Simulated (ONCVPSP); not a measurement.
# Co: the cost of one run

Method: ONCVPSP 4.0.1.1 (patched build), PBEsol, scalar-relativistic.

## (1) Settings

Typed settings, in words:

```
element                 : cobalt (Co, Z = 27)
type                    : optimised norm-conserving Vanderbilt (ONCV)
frozen core             : [Ne] 3s2
valence charge          : 15
reference configuration : 3p6 3d7 4s2
partial waves           : 4s: rc 2.50 bohr, ncon 4, nbas 8, qcut 2.3 1/bohr, 1 projector; 3p: rc 1.25 bohr, ncon 4, nbas 8, qcut 14 1/bohr, 2 projectors, debl 0.8 Ha; 3d: rc 1.50 bohr, ncon 3, nbas 8, qcut 8.3 1/bohr, 2 projectors, debl 3.8 Ha
local potential         : polynomial inside 1.20 bohr (lpopt 1, dvloc0 3 Ha)
core correction         : polynomial model core, fcfact 0.25
```

An earlier all-electron run gives the scale for the radii.

All-electron outer shells of the reference configuration (PBEsol, scalar-relativistic, ld1.x):

```csv
shell,level (eV),outermost node (bohr),outermost maximum (bohr)
3s,-102.14,0.31,0.66
3p,-65.51,0.28,0.68
3d,-8.23,–,0.66
4s,-5.49,0.96,2.32
4p,-1.25,1.05,3.21
```

## (2) The generation run

Contents of Co.dat:

```
# ATOM AND REFERENCE CONFIGURATION
# atsym  z   nc   nv     iexc    psfile
  Co 27.00    4    3  -116133      upf
#
#   n    l    f
    1    0    2.00
    2    0    2.00
    2    1    6.00
    3    0    2.00
    3    1    6.00
    3    2    7.00
    4    0    2.00
#
# PSEUDOPOTENTIAL AND OPTIMIZATION
# lmax
    2
#
#   l,   rc,      ep,       ncon, nbas, qcut
    0    2.50    0.00    4    8    2.30
    1    1.25    0.00    4    8   14.00
    2    1.50    0.00    3    8    8.30
#
# LOCAL POTENTIAL
# lloc, lpopt,  rc(5),   dvloc0
    4    1    1.20    3.00
#
# VANDERBILT-KLEINMAN-BYLANDER PROJECTORs
# l, nproj, debl
    0    1    3.10
    1    2    0.80
    2    2    3.80
#
# MODEL CORE CHARGE
# icmod, fcfact, rcfact
    1    0.25    0.00
#
# LOG DERIVATIVE ANALYSIS
# epsh1, epsh2, depsh
   -4.00    5.00    0.02
#
# OUTPUT GRID
# rlmax, drl
    6.00    0.01
#
# TEST CONFIGURATIONS
# ncnf
    4
# nvcnf
#   n    l    f
    3
    3    1    6.00
    3    2    7.00
    4    0    1.00
#
    3
    3    1    6.00
    3    2    7.00
    4    0    0.00
#
    3
    3    1    6.00
    3    2    6.00
    4    0    0.00
#
    3
    3    1    6.00
    3    2    6.00
    4    0    2.00
#
```

On the command line:

```
oncvpsp.x < Co.dat > Co.out
```

**Question.** How long does this run take on 1 thread of Neoverse-N1, shared host?

About 5.5 s.
